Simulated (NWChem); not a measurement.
**One shape, several levels: BeH2 (SMILES [H][Be][H])**

Aim: a comparison of 5 runs (HF/STO-3G, B3LYP/6-31G*, BP86/def2-TZVP, BP86/6-311+G**, CCSD(T)/STO-3G) of BeH2. 

The calculation is run with NWChem 7.3.0.

**1. The system as given**

BeH2: 3 atoms, total charge 0, spin state singlet. SMILES: `[H][Be][H]`. The shape comes from GFN2-xTB, which is rough for such elements, and wasn't checked as a minimum.

Bond lengths: Be1–H2 1.279 Å, Be1–H3 1.279 Å. Angles: H2–Be1–H3 179.9°.

**2. Energy and forces at HF/STO-3G (run 1)**

The input, input.nw:

```
start input
memory 2200 mb

geometry units angstrom noautosym nocenter noautoz
 Be   -0.000840   -0.000480   -0.000030
 H    -0.018180   -0.022770    1.279120
 H     0.019030    0.023250   -1.279100
end

basis spherical bse
 * library STO-3G
end

scf
 thresh 1e-08
 maxiter 80
 print medium
end

task scf gradient
```

The run is started by

```sh
$ nwchem input.nw > input.out
```

Log:

```text
[...]
  functions       =     7
[...]
  wavefunction    = RHF
[...]
         Total SCF energy =    -15.561247353639
      One-electron energy =    -27.320678864890
      Two-electron energy =      8.243861500600
 Nuclear repulsion energy =      3.515570010650
        Time for solution =      0.0s
[...]
                         RHF ENERGY GRADIENTS
    atom               coordinates                        gradient
                 x          y          z           x          y          z
   1 Be     -0.001587  -0.000907  -0.000057   -0.000094  -0.000053  -0.000010
   2 H      -0.034355  -0.043029   2.417186    0.000121   0.000118  -0.005053
   3 H       0.035961   0.043936  -2.417149   -0.000027  -0.000064   0.005063
[...]
```

Wall time 0.65 s (1 thread of Intel Xeon Platinum 8375C at 2.90GHz (Ice Lake), shared host); peak memory 0.098 GiB.

**3. Energy and forces at B3LYP/6-31G(d) (spherical functions) (run 2)**

The input, run.py:

```python
from ase import Atoms
from ase.calculators.nwchem import NWChem

atoms = Atoms(['Be', 'H', 'H'], positions=[
    [-0.000840, -0.000480, -0.000030],
    [-0.018180, -0.022770, 1.279120],
    [0.019030, 0.023250, -1.279100],
])

calc = NWChem(
    label='test',
    theory='dft',
    memory='2200 mb',
    basis='6-31G*',
    basispar='spherical bse',
    dft={'xc': 'b3lyp', 'mult': '1', 'grid': 'xfine', 'convergence': 'energy 1e-08', 'iterations': '100', 'mulliken': None},
)
atoms.calc = calc

forces = atoms.get_forces()
print(f"energy = {atoms.get_potential_energy():.6f} eV")
print("forces (eV/A):")
for s, f in zip(atoms.symbols, forces):
    print(f"{s:2s} {f[0]:10.5f} {f[1]:10.5f} {f[2]:10.5f}")
print("dipole (e A):", atoms.get_dipole_moment().round(4))
```

The run is started by

```sh
$ export ASE_NWCHEM_COMMAND="nwchem PREFIX.nwi > PREFIX.nwo"
$ python run.py
```

Log:

```text
energy = -433.083356 eV
forces (eV/A):
Be    0.00298    0.00170    0.00041
H    -0.01435   -0.01676    0.88338
H     0.01136    0.01507   -0.88379
dipole (e A): [-0.0008 -0.0005 -0.    ]
```

The calculator wrote test.nwi:

```
title "test"

permanent_dir test

scratch_dir test

start test

geometry units angstrom nocenter noautosym noautoz
  Be -8.4000000000000003e-04 -4.8000000000000001e-04 -3.0000000000000001e-05
  H  -1.8180000000000002e-02 -2.2769999999999999e-02 1.2791200000000000e+00
  H  1.9029999999999998e-02 2.3250000000000000e-02 -1.2790999999999999e+00
end

memory 2200 mb

basis spherical bse noprint
   * library 6-31G*
end

dft
  xc b3lyp
  mult 1
  grid xfine
  convergence energy 1e-08
  iterations 100
  mulliken
end

task dft gradient
```

test.nwo, shortened:

```text
[...]
         Total DFT energy =      -15.915519917310
[...]
  wavefunction    = closed shell
                         DFT ENERGY GRADIENTS
    atom               coordinates                        gradient
                 x          y          z           x          y          z
   1 Be     -0.001587  -0.000907  -0.000057   -0.000058  -0.000033  -0.000008
   2 H      -0.034355  -0.043029   2.417186    0.000279   0.000326  -0.017179
   3 H       0.035961   0.043936  -2.417149   -0.000221  -0.000293   0.017187
[...]
```

Run time: 3.3 s. Hardware: 1 thread of Intel Xeon Platinum 8375C at 2.90GHz (Ice Lake), shared host; peak memory 0.11 GiB.

**4. Energy and forces at BP86/def2-TZVP (run 3)**

The input, beh2.nw:

```
echo
start beh2
title "BeH2 BP86"
memory 2200 mb

geometry noautosym nocenter noautoz
  Be   -0.000840   -0.000480   -0.000030
  H    -0.018180   -0.022770    1.279120
  H     0.019030    0.023250   -1.279100
end

basis "ao basis" spherical bse
  * library def2-TZVP
end

dft
  xc becke88 perdew86
  grid xfine
  convergence energy 1e-08
  maxiter 100
  mulliken
end

task dft gradient
```

The run is started by

```sh
$ nwchem beh2.nw > beh2.out
```

Log:

```text
[...]
          Wavefunction type:  closed shell.
          No. of atoms     :     3
          No. of electrons :     6
[...]
          Charge           :     0
          Spin multiplicity:     1
[...]
          AO basis - number of functions:    31
[...]
              XC Information
              --------------
                    Becke 1988 Exchange Functional  1.000
                Perdew 1981 Correlation Functional  1.000 local
                Perdew 1986 Correlation Functional  1.000 non-local
[...]
 d= 0,ls=0.0,diis     1    -15.8896256289 -1.94D+01  9.03D-03  4.89D-02     0.5
[...]
 d= 0,ls=0.0,diis     7    -15.8983963913  5.90D-09  2.67D-08  1.02D-13     2.5
         Total DFT energy =      -15.898396391328
      One electron energy =      -27.336173651652
           Coulomb energy =       11.510494393010
    Exchange-Corr. energy =       -3.588287143336
 Nuclear repulsion energy =        3.515570010650
[...]
      Total Density - Mulliken Population Analysis
     ---------------------------------------------
    Atom       Charge   Shell Charges
 -----------   ------   -------------------------------------------------------
    1 Be   4     3.93   1.02  0.95  0.58  0.39  0.03  0.01  0.77  0.15  0.03
    2 H    1     1.04   0.25  0.53  0.25  0.01
    3 H    1     1.04   0.25  0.53  0.25  0.01
[...]
  wavefunction    = closed shell
                         DFT ENERGY GRADIENTS
    atom               coordinates                        gradient
                 x          y          z           x          y          z
   1 Be     -0.001587  -0.000907  -0.000057   -0.000043  -0.000024  -0.000007
   2 H      -0.034355  -0.043029   2.417186    0.000319   0.000380  -0.020467
   3 H       0.035961   0.043936  -2.417149   -0.000277  -0.000356   0.020475
[...]
```

Run time: 3.9 s. Hardware: 1 thread of Intel Xeon Platinum 8375C at 2.90GHz (Ice Lake), shared host; peak memory 0.12 GiB.

Run 4 isn't shown in full; the table further down has it.

**5. A single-point energy at CCSD(T)/STO-3G (run 5)**

The input, calc.nw:

```
start calc
title "BeH2 energy"
memory stack 880 mb heap 220 mb global 1100 mb
charge 0

geometry noautosym nocenter noautoz
 Be   -0.000840   -0.000480   -0.000030
 H    -0.018180   -0.022770    1.279120
 H     0.019030    0.023250   -1.279100
end

basis spherical bse
 Be library STO-3G
 H library STO-3G
end

scf
 thresh 1e-08
 maxiter 80
 print low
end

ccsd
 maxiter 60
end

task ccsd(t)
```

The run is started by

```sh
$ nwchem calc.nw > calc.out
```

Log:

```text
[...]
  functions       =     7
[...]
  wavefunction    = RHF
[...]
         Total SCF energy =    -15.561247353639
      One-electron energy =    -27.320678864890
      Two-electron energy =      8.243861500600
 Nuclear repulsion energy =      3.515570010650
        Time for solution =      0.0s
[...]
 Total MP2 energy:            -15.583385106675857
[...]
             energy      energy      error      ampl     ampl      Block
                                                time     time      time
[...]
 Total CCSD energy:            -15.593849994615953
[...]
 Total CCSD+T(CCSD) energy:            -15.594040271106229
[...]
 Total CCSD(T) energy:                 -15.594043628204114
[...]
```

Run time: 0.67 s. Hardware: 1 thread of Intel Xeon Platinum 8375C at 2.90GHz (Ice Lake), shared host; peak memory 0.1 GiB.

**6. The series**

| run | level | iteration cap | module | energy (Eh) | dipole moment (D) | HOMO energy (eV) | LUMO energy (eV) | wall time |
| --- | --- | --- | --- | --- | --- | --- | --- | --- |
| 1 | HF/STO-3G | 80 | scf | -15.561247 | 0.01 | -11.76 | 5.73 | 0.65 s |
| 2 | B3LYP/6-31G* (spherical functions) | 100 | dft | -15.915520 | 0.00 | -8.64 | -0.64 | 3.3 s |
| 3 | BP86/def2-TZVP | 100 | dft | -15.898396 | 0.01 | -7.68 | -1.55 | 3.9 s |
| 4 | BP86/6-311+G** | 100 | dft | -15.900392 | 0.01 | -7.70 | -1.59 | 4.2 s |
| 5 | CCSD(T)/STO-3G | 80 | ccsd(t) | -15.594044 | – | – | – | 0.67 s |

**7. Results**

| quantity | value |
| --- | --- |
| run 5: total energy | -15.59404 Eh |
| run 5: correlation energy | -32.8 mEh |
| run 5: (T) correction | -0.19 mEh |

**Reading.** Over runs 1, 2, 3, 4 the HOMO–LUMO gap runs from 6.11 eV (BP86/6-311+G**) to 17.48 eV (HF/STO-3G). The two ends differ in method and basis. Totals of different functionals can't be ranked against each other. In runs 1, 5 the basis is minimal, so the values are rough. All runs together took 13 s, the longest 4.2 s.
